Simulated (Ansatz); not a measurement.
# C₂H₆F₂Si: a ladder of functionals and wavefunction methods

The task here is to estimate one member of a computed series from the others.

Computed with Ansatz 0.2.0, Gaussian basis. Level: functionals in def2-TZVPP, the program's frozen cores in correlated methods.

Plan: PBE-D4, r2SCAN-D4, PBE0-D4, B3LYP-D4, ωB97X-V, ωB97M-V, B2PLYP; CCSD(T)/def2-TZVPP; MP2/def2-QZVPP; extrapolation to the limit.

**The geometry**

An earlier PBE0-D4 in a triple-zeta def2 set relaxation fixed the geometry.

SMILES `FC[SiH2]CF`, 11 atoms, charge 0, spin multiplicity 1.

Atoms are counted from 1 here; the program's logs count them from 0.

Bond lengths: F1–C2 1.393 Å, C2–Si3 1.892 Å, C2–H6 1.095 Å, C2–H7 1.095 Å, Si3–C4 1.892 Å, Si3–H8 1.487 Å, Si3–H9 1.487 Å, C4–F5 1.393 Å, C4–H10 1.095 Å, C4–H11 1.095 Å. Angles: F1–C2–Si3 109.6°, F1–C2–H6 108.2°, F1–C2–H7 108.1°, Si3–C2–H6 112.0°, Si3–C2–H7 110.9°, H6–C2–H7 107.9°, C2–Si3–C4 109.1°, C2–Si3–H8 108.5°, C2–Si3–H9 110.2°, C4–Si3–H8 110.2°, C4–Si3–H9 108.5°, H8–Si3–H9 110.2°, Si3–C4–F5 109.6°, Si3–C4–H10 112.0°, Si3–C4–H11 110.9°, F5–C4–H10 108.2°, F5–C4–H11 108.1°, H10–C4–H11 107.9°.

The first run:

File in.yaml:

```yaml
crystal:
  periodic: [false, false, false]
  atoms:
    - {symbol: F, position_ang: [-1.377998, 0.434588, 1.670937]}
    - {symbol: C, position_ang: [-0.040088, 0.711004, 1.397658]}
    - {symbol: Si, position_ang: [0.610956, -0.517265, 0.114453]}
    - {symbol: C, position_ang: [-0.396349, -0.341924, -1.477305]}
    - {symbol: F, position_ang: [-0.260437, 0.952243, -1.975039]}
    - {symbol: H, position_ang: [0.519627, 0.657121, 2.337001]}
    - {symbol: H, position_ang: [0.026143, 1.738277, 1.024443]}
    - {symbol: H, position_ang: [2.043091, -0.213694, -0.146870]}
    - {symbol: H, position_ang: [0.465551, -1.909949, 0.615204]}
    - {symbol: H, position_ang: [-0.065621, -1.042831, -2.250543]}
    - {symbol: H, position_ang: [-1.459477, -0.524671, -1.289339]}
basis:
  gaussian: {orbitals: def2-TZVPP}
hamiltonian: {xc: pbe, dispersion: d4}
output: {forces: true, orbitals: {seedname: orbitals}}
```

Started as:

```console
$ ansatz run in.yaml --threads 4 --pin off --events-out ev --progress --plain --max-ram 10444MiB
```

Among the steps run: PBE-D4 (GGA); r2SCAN-D4 (meta-GGA); PBE0-D4 (hybrid); B3LYP-D4 (hybrid); ωB97X-V (range-separated); ωB97M-V (range-separated); B2PLYP (double hybrid); CCSD(T) in def2-TZVPP; MP2 in def2-QZVPP.

One table of the session follows, with a row left open; its other results are not shown here.

It belongs to the step «Atomisation energies». 

```
            method  atomisation energy (kJ/mol)
            PBE-D4                       3967.0
         r2SCAN-D4                       3903.7
           PBE0-D4                       3892.4
          B3LYP-D4                       3895.3
           ωB97X-V                       3916.3
           ωB97M-V                       3909.0
            B2PLYP                       3853.8
     HF/def2-TZVPP                       2857.6
    MP2/def2-TZVPP                            ?
   CCSD/def2-TZVPP                       3747.4
CCSD(T)/def2-TZVPP                       3798.8
           MP2/CBS                       3954.9
       CCSD(T)/CBS                       3898.9
```

Q: Estimate the row for MP2/def2-TZVPP from the others.

**Answer.** atomisation energy (kJ/mol): 3854.9. In the column «atomisation energy (kJ/mol)» it lies between B2PLYP (3853.8) and PBE0-D4 (3892.4).
